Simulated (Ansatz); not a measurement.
# C2H6AlB: small, medium and large basis sets

An exercise on one series of results from a longer session: the logs are not shown, and one member is left open.

The runs use Ansatz 0.2.0, Gaussian basis; one geometry, several basis sets.

Levels to be run: PBE0-D4/def2-SVP; ωB97M-V/def2-SVP; PBE0-D4/def2-QZVPP; ωB97M-V/def2-QZVPP; the functionals' def2-TZVPP values are taken from earlier runs.

**Structure used throughout**

An earlier PBE0-D4 in a triple-zeta def2 set relaxation fixed the geometry.

SMILES `[AlH2][B]1CC1`, 10 atoms, charge 0, spin multiplicity 1.

Atoms are counted from 1 here; the program's logs count them from 0.

Bond lengths: Al1–B2 2.071 Å, Al1–H5 1.592 Å, Al1–H6 1.592 Å, B2–C3 1.550 Å, B2–C4 1.550 Å, C3–C4 1.505 Å, C3–H7 1.086 Å, C3–H8 1.086 Å, C4–H9 1.086 Å, C4–H10 1.086 Å. Angles: B2–Al1–H5 120.6°, B2–Al1–H6 120.6°, H5–Al1–H6 118.9°, Al1–B2–C3 150.9°, Al1–B2–C4 151.0°, C3–B2–C4 58.1°, B2–C3–C4 61.0°, B2–C3–H7 118.3°, B2–C3–H8 118.3°, C4–C3–H7 118.6°, C4–C3–H8 118.6°, H7–C3–H8 112.8°, B2–C4–C3 61.0°, B2–C4–H9 118.3°, B2–C4–H10 118.4°, C3–C4–H9 118.6°, C3–C4–H10 118.6°, H9–C4–H10 112.8°.

The first run:

Input file in.yaml:

```yaml
crystal:
  periodic: [false, false, false]
  atoms:
    - {symbol: Al, position_ang: [-1.502591, 1.226074, -1.064837]}
    - {symbol: B, position_ang: [-0.093828, 0.078186, -0.071671]}
    - {symbol: C, position_ang: [0.536165, -1.295574, 0.272085]}
    - {symbol: C, position_ang: [1.119560, -0.050299, 0.884074]}
    - {symbol: H, position_ang: [-1.199935, 1.799898, -2.518134]}
    - {symbol: H, position_ang: [-2.906153, 1.549236, -0.387690]}
    - {symbol: H, position_ang: [-0.024095, -1.974898, 0.908376]}
    - {symbol: H, position_ang: [1.102014, -1.811001, -0.498869]}
    - {symbol: H, position_ang: [2.088789, 0.295747, 0.536098]}
    - {symbol: H, position_ang: [0.963173, 0.131431, 1.943668]}
basis:
  gaussian: {orbitals: def2-SVP}
hamiltonian: {xc: pbe0, dispersion: d4}
output: {orbitals: {seedname: orbitals}}
```

Launch:

```bash
$ ansatz run in.yaml --threads 2 --pin off --events-out ev --progress --plain --max-ram 4352MiB
```

Steps of the session up to this table: PBE0-D4 in def2-SVP; ωB97M-V in def2-SVP; PBE0-D4 in def2-QZVPP; ωB97M-V in def2-QZVPP.

One of the session's tables, all rows but one given; the rest of the session is left out.

It belongs to the step «Density functionals: the series». 

```
functional       basis  HOMO (eV)  LUMO (eV)
   PBE0-D4    def2-SVP      -7.24      -1.70
   PBE0-D4  def2-TZVPP      -7.25      -1.73
   PBE0-D4  def2-QZVPP      -7.26      -1.75
   ωB97M-V    def2-SVP          ?          ?
   ωB97M-V  def2-TZVPP      -9.44       0.10
   ωB97M-V  def2-QZVPP      -9.44      -0.07
```

Estimate the missing values for ωB97M-V, def2-SVP.

As computed: HOMO (eV): -9.41; LUMO (eV): 0.23. In the column «HOMO (eV)» it lies between ωB97M-V, def2-QZVPP (-9.44) and PBE0-D4, def2-QZVPP (-7.26).
